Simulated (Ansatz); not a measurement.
# K7NaMgCl10: the cost of one run

Method: DFT PBE, scalar-relativistic, plane waves, PAW, in Ansatz 0.2.0.

### 1 Starting point

The cell holds 19 atoms (Cl10K7MgNa): a = 8.974 Å, b = 8.844 Å, c = 8.406 Å, α = 92.63°, β = 90.37°, γ = 87.14°.

It is the last frame of an earlier stage of the same melt, run at 300 K.

The coordinates stand in the first input below.

### 2 Relaxing on a coarse mesh

Cell and atoms move without symmetry, on a coarse mesh with loose thresholds.

input.yaml

```yaml
crystal:
  lattice:
    - [8.971624, 0.221908, -0.025242]
    - [0.221908, 8.839445, -0.197492]
    - [-0.025242, -0.197492, 8.403829]
  atoms:
    - { symbol: Mg, position: [0.3691587638, 0.8476846922, 0.1752596402] }
    - { symbol: Cl, position: [0.3094367923, 0.9031515576, 0.919551942] }
    - { symbol: Cl, position: [0.8927420781, 0.1013913936, 0.7047253763] }
    - { symbol: Cl, position: [0.6243245883, 0.7899491173, 0.1472727065] }
    - { symbol: Cl, position: [0.4519719178, 0.321615669, 0.1377185495] }
    - { symbol: Cl, position: [0.8746440433, 0.0685136098, 0.2189532858] }
    - { symbol: Cl, position: [0.2967970201, 0.0219851076, 0.3922736412] }
    - { symbol: Cl, position: [0.8829931328, 0.6716850544, 0.6401155923] }
    - { symbol: Cl, position: [0.9239483571, 0.4649584944, 0.0700900321] }
    - { symbol: Cl, position: [0.4595024752, 0.3021622945, 0.6735926261] }
    - { symbol: Cl, position: [0.1702502624, 0.6878593476, 0.238537102] }
    - { symbol: K, position: [0.1791411598, 0.2552984647, 0.8720030051] }
    - { symbol: K, position: [0.6406924871, 0.5175114024, 0.8600640849] }
    - { symbol: K, position: [0.6456561597, 0.0463877369, 0.4482832722] }
    - { symbol: K, position: [0.6586061763, 0.1028477984, 0.9348372683] }
    - { symbol: K, position: [0.7262970966, 0.4758860926, 0.349623643] }
    - { symbol: K, position: [0.2208880123, 0.3696755953, 0.3786830991] }
    - { symbol: K, position: [0.0143693807, 0.7893763167, 0.964745269] }
    - { symbol: Na, position: [0.0159337798, 0.9035255836, 0.4709260328] }
  symmetry: { detect: false }
basis:
  ecutwfc: 420
kpoints:
  mp_grid: { grid: [1, 1, 1], shift: [0.25, 0.25, 0.25] }
hamiltonian:
  xc: pbe
scf:
  occupations: { method: gaussian, width: 0.1 }
  lower_state_search: "off"
output:
  forces: true
  stress: true
  eigenvalues: true
relax:
  adjacent_minimum: "off"
  f_tol: 0.04
  max_steps: 70
  cell: { stress_tol: 0.3 }
```

Started as:

```sh
$ ansatz run input.yaml --threads 2 --pin off --max-ram 5120MiB --backend cpu --events-out ev --progress --plain --runs-dir out
```

Q: Estimate wall time and peak memory on 2 threads of Arm Neoverse V1, shared host.

About 2.3 min, with a peak of 0.72 GiB.
